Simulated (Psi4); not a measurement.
# [SiF3]− (SMILES F[Si-](F)F) at 4 levels

Aim: a comparison of 4 runs (B2PLYP/aug-cc-pVDZ, B3LYP/aug-cc-pVDZ, CAM-B3LYP/aug-cc-pVDZ, wB97M-V/aug-cc-pVDZ) of [SiF3]−. 

The calculation is run with Psi4 1.11.

## 1. The molecule

The species is [SiF3]− (4 atoms), meant as a singlet with charge -1. SMILES: `F[Si-](F)F`. The Si1–F2 distance was set to 2.540 Å, away from the relaxed value. At this shape a bond of the SMILES string is far longer than usual.

Bond lengths: Si1–F3 1.696 Å, Si1–F4 1.697 Å. Angles: F3–Si1–F4 93.7°. A long bond or contact: Si1–F2 2.540 Å.

## 2. The energy at B2PLYP/aug-cc-pVDZ (density fitting for correlation) (run 1)

File calc.inp:

```
memory 1600 mb

molecule molecule1 {
  -1 1
  Si    -0.720867     0.024135     1.136054
  F      1.428310    -0.030960    -0.216950
  F     -1.403707     1.268615     0.208194
  F     -1.452927    -1.206695     0.225704
  symmetry c1
  no_reorient
  no_com
}

set {
  basis                aug-cc-pVDZ
  puream               true
  e_convergence        1e-09
  d_convergence        1e-08
  scf_type             pk
  dft_radial_points    99
  dft_spherical_points 590
  num_frozen_docc      8
}

energy('b2plyp')
```

The run is started by

```sh
$ psi4 -i calc.inp -o calc.out -n 1
```

calc.out:

```text
[...]
  Running in c1 symmetry.
[...]
  Nuclear repulsion =  149.436926830919816
[...]
  Multiplicity = 1
[...]
  Nalpha       = 21
  Nbeta        = 21
[...]
    Number of basis functions: 96
[...]
   @RKS iter   1:  -588.45083983080417   -1.12092e+00   7.83178e-03 ADIIS/DIIS
[...]
   @RKS iter  12:  -588.66652602840782   -1.22782e-11   6.19646e-09 DIIS
[...]
  @RKS Final Energy:  -588.66652602840782
   => Energetics <=
    Nuclear Repulsion Energy =            149.4369268309198162
    One-Electron Energy =               -1126.8124958393477755
    Two-Electron Energy =                 413.8034402135694449
    DFT Exchange-Correlation Energy =     -25.0943972335492447
    Empirical Dispersion Energy =           0.0000000000000000
    VV10 Nonlocal Energy =                  0.0000000000000000
    Total Energy =                       -588.6665260284078158
[...]
 Multipole Moments:
 ------------------------------------------------------------------------------------
     Multipole            Electronic (a.u.)      Nuclear  (a.u.)        Total (a.u.)
 ------------------------------------------------------------------------------------
 L = 1.  Multiply by 2.5417464519 to convert [e a0] to [Debye]
 Dipole X            :         42.5937933          -43.3636474           -0.7698541
 Dipole Y            :         -1.1450080            1.1650728            0.0200649
 Dipole Z            :        -33.4580515           33.7453837            0.2873321
 Magnitude           :                                                    0.8219719
[...]
```

Wall time 17 s (1 thread of Intel Xeon Platinum 8259CL at 2.50GHz (Skylake/Cascade Lake), shared host); peak memory 0.72 GiB.

## 3. Energy and gradient at B3LYP/aug-cc-pVDZ (run 2)

File input.json:

```json
{
 "schema_name": "qcschema_input",
 "schema_version": 1,
 "molecule": {
  "schema_name": "qcschema_molecule",
  "schema_version": 2,
  "symbols": ["Si", "F", "F", "F"],
  "geometry": [-1.3622412, 0.04560854, 2.14683092, 2.69911472, -0.05850592, -0.40997608, -2.65262179, 2.39733491, 0.39342964, -2.74563411, -2.28032307, 0.42651875],
  "molecular_charge": -1,
  "molecular_multiplicity": 1,
  "fix_symmetry": "c1",
  "fix_com": true,
  "fix_orientation": true
 },
 "driver": "gradient",
 "model": {
  "method": "b3lyp",
  "basis": "aug-cc-pVDZ"
 },
 "keywords": {
  "puream": true,
  "e_convergence": 1e-09,
  "d_convergence": 1e-08,
  "scf_type": "pk",
  "dft_radial_points": 99,
  "dft_spherical_points": 590,
  "scf_properties": ["MAYER_INDICES", "LOWDIN_CHARGES", "QUADRUPOLE"]
 }
}
```

The run is started by

```sh
$ psi4 --qcschema input.json -n 1 --memory 1600MB
```

stdout:

```text
[...]
  Running in c1 symmetry.
[...]
  Nuclear repulsion =  149.436926873330265
[...]
  Multiplicity = 1
[...]
  Nalpha       = 21
  Nbeta        = 21
[...]
    Number of basis functions: 96
[...]
   @RKS iter   1:  -588.97396829411582   -7.97025e-01   8.79965e-03 ADIIS/DIIS
[...]
   @RKS iter  13:  -589.24551946166423   -4.66116e-12   3.73964e-09 DIIS
[...]
    Orbital Energies [Eh]
    ---------------------
    Doubly Occupied:
       1A    -66.059578     2A    -24.520198     3A    -24.519906
       4A    -24.378961     5A     -5.186722     6A     -3.546868
       7A     -3.546145     8A     -3.542017     9A     -1.008152
      10A     -0.988048    11A     -0.812069    12A     -0.373872
      13A     -0.300186    14A     -0.271353    15A     -0.266073
      16A     -0.239646    17A     -0.224119    18A     -0.140792
      19A     -0.091398    20A     -0.090512    21A     -0.083085
[...]
  @RKS Final Energy:  -589.24551946166423
   => Energetics <=
    Nuclear Repulsion Energy =            149.4369268733302647
    One-Electron Energy =               -1126.6821773891458633
    Two-Electron Energy =                 430.3606923139168430
    DFT Exchange-Correlation Energy =     -42.3609612597655101
    Empirical Dispersion Energy =           0.0000000000000000
    VV10 Nonlocal Energy =                  0.0000000000000000
    Total Energy =                       -589.2455194616642302
[...]
  -Total Gradient:
     Atom            X                  Y                   Z
    ------   -----------------  -----------------  -----------------
       1       -0.027330588141     0.001146051950     0.030410709511
       2        0.028707722223    -0.000781363458    -0.020693345097
       3       -0.000662375809    -0.002753615413    -0.004672055316
       4       -0.000696667767     0.002391822411    -0.004965314840
[...]
```

The result, in JSON:

```text
{
 "driver": "gradient",
 "model": {
  "method": "b3lyp",
  "basis": "aug-cc-pVDZ"
 },
 "success": true,
 "return_result": [-0.02733058814065536, 0.0011460519496205004, 0.03041070951128437, 0.028707722222740255, -0.0007813634575740528, -0.020693345097395656, -0.0006623758094239096, -0.0027536154129264717, -0.004672055315972694, -0.000696667767027731, 0.0023918224107313812, -0.004965314839879199],
 "properties": {
  "calcinfo_nbasis": 96,
  "calcinfo_nmo": 96,
  "calcinfo_nalpha": 21,
  "calcinfo_nbeta": 21,
  "calcinfo_natom": 4,
  "nuclear_repulsion_energy": 149.43692687333026,
  "return_energy": -589.2455194616642,
  "return_gradient": [-0.02733058814065536, 0.0011460519496205004, 0.03041070951128437, 0.028707722222740255, -0.0007813634575740528, -0.020693345097395656, -0.0006623758094239096, -0.0027536154129264717, -0.004672055315972694, -0.000696667767027731, 0.0023918224107313812, -0.004965314839879199],
  "scf_one_electron_energy": -1126.6821773891459,
  "scf_two_electron_energy": 430.36069231391684,
  "scf_xc_energy": -42.36096125976551,
  "scf_dipole_moment": [-0.6659528975647078, 0.01702382094679633, 0.18683860824686604],
  "scf_total_energy": -589.2455194616642,
  "scf_total_gradient": [-0.02733058814065536, 0.0011460519496205004, 0.03041070951128437, 0.028707722222740255, -0.0007813634575740528, -0.020693345097395656, -0.0006623758094239096, -0.0027536154129264717, -0.004672055315972694, -0.000696667767027731, 0.0023918224107313812, -0.004965314839879199],
  "scf_iterations": 13
 }
}
```

Wall time 34 s (1 thread of Intel Xeon Platinum 8259CL at 2.50GHz (Skylake/Cascade Lake), shared host); peak memory 0.73 GiB.

Run 3 isn't shown in full; the table further down has it.

## 4. The energy at wB97M-V/aug-cc-pVDZ (run 4)

File calc.py:

```python
import psi4

psi4.set_memory('1600 MB')
psi4.set_num_threads(1)
psi4.set_output_file('run.log', False)

molecule = psi4.geometry("""
-1 1
Si    -0.720867     0.024135     1.136054
F      1.428310    -0.030960    -0.216950
F     -1.403707     1.268615     0.208194
F     -1.452927    -1.206695     0.225704
symmetry c1
""")

psi4.set_options({
    'basis': 'aug-cc-pVDZ',
    'reference': 'rks',
    'puream': True,
    'e_convergence': 1e-09,
    'd_convergence': 1e-08,
    'scf_type': 'pk',
    'dft_radial_points': 99,
    'dft_spherical_points': 590,
})

result = psi4.energy('WB97M-V')
print(f'total energy {result:.8f} hartree = {result * 27.211386:.5f} eV')
```

The run is started by

```sh
$ python calc.py
```

run.log:

```text
[...]
  Running in c1 symmetry.
[...]
  Nuclear repulsion =  149.436926830919816
[...]
  Multiplicity = 1
[...]
  Nalpha       = 21
  Nbeta        = 21
[...]
    Number of basis functions: 96
[...]
   @RKS iter   1:  -588.92756848198451   -1.16931e+00   7.81180e-03 DIIS/ADIIS
[...]
   @RKS iter  12:  -589.14571891715832   -2.85354e-11   9.72169e-09 DIIS
[...]
  @RKS Final Energy:  -589.14571891715832
   => Energetics <=
    Nuclear Repulsion Energy =            149.4369268309198162
    One-Electron Energy =               -1126.4154799887235185
    Two-Electron Energy =                 426.8752046109896696
    DFT Exchange-Correlation Energy =     -39.2185850770765612
    Empirical Dispersion Energy =           0.0000000000000000
    VV10 Nonlocal Energy =                  0.1762147067322999
    Total Energy =                       -589.1457189171583195
[...]
 Multipole Moments:
 ------------------------------------------------------------------------------------
     Multipole            Electronic (a.u.)      Nuclear  (a.u.)        Total (a.u.)
 ------------------------------------------------------------------------------------
 L = 1.  Multiply by 2.5417464519 to convert [e a0] to [Debye]
 Dipole X            :         -1.5497303           -0.2316439           -1.7813743
 Dipole Y            :          0.0339092            0.0130747            0.0469840
 Dipole Z            :          0.0447799            1.0067391            1.0515191
 Magnitude           :                                                    2.0691047
[...]
```

On the terminal:

```text
total energy -589.14571892 hartree = -16031.47157 eV
```

It took 85 s on 1 thread of Intel Xeon Platinum 8259CL at 2.50GHz (Skylake/Cascade Lake), shared host; peak memory 0.99 GiB.

## 5. Overview of the runs

| run | level | task | fitting correlation | energy (Eh) | HOMO energy (eV) | LUMO energy (eV) | HOMO–LUMO gap (eV) | wall time |
| --- | --- | --- | --- | --- | --- | --- | --- | --- |
| 1 | B2PLYP/aug-cc-pVDZ (density fitting for correlation) | energy | density fitting | -588.909988 | -3.73 | 3.79 | 7.53 | 17 s |
| 2 | B3LYP/aug-cc-pVDZ | gradient | – | -589.245519 | -2.26 | 2.96 | 5.22 | 34 s |
| 3 | CAM-B3LYP/aug-cc-pVDZ | gradient | – | -589.166103 | -3.85 | 3.79 | 7.64 | 54 s |
| 4 | wB97M-V/aug-cc-pVDZ | energy | – | -589.145719 | -4.68 | 4.03 | 8.72 | 85 s |

## 6. What came out

| quantity | value |
| --- | --- |
| run 4: total energy | -589.14572 Eh |
| run 4: HOMO energy | -4.68 eV |
| run 4: LUMO energy | 4.03 eV |
| run 4: HOMO–LUMO gap (to an unbound level, set by the basis) | 8.72 eV |

What this shows: The HOMO–LUMO gap runs from 5.22 eV (B3LYP/aug-cc-pVDZ) to 8.72 eV (wB97M-V/aug-cc-pVDZ). The empty levels of an anion lie above zero and hang on the basis. Totals of different functionals can't be ranked against each other. All runs together took 3.2 min, the longest 85 s.
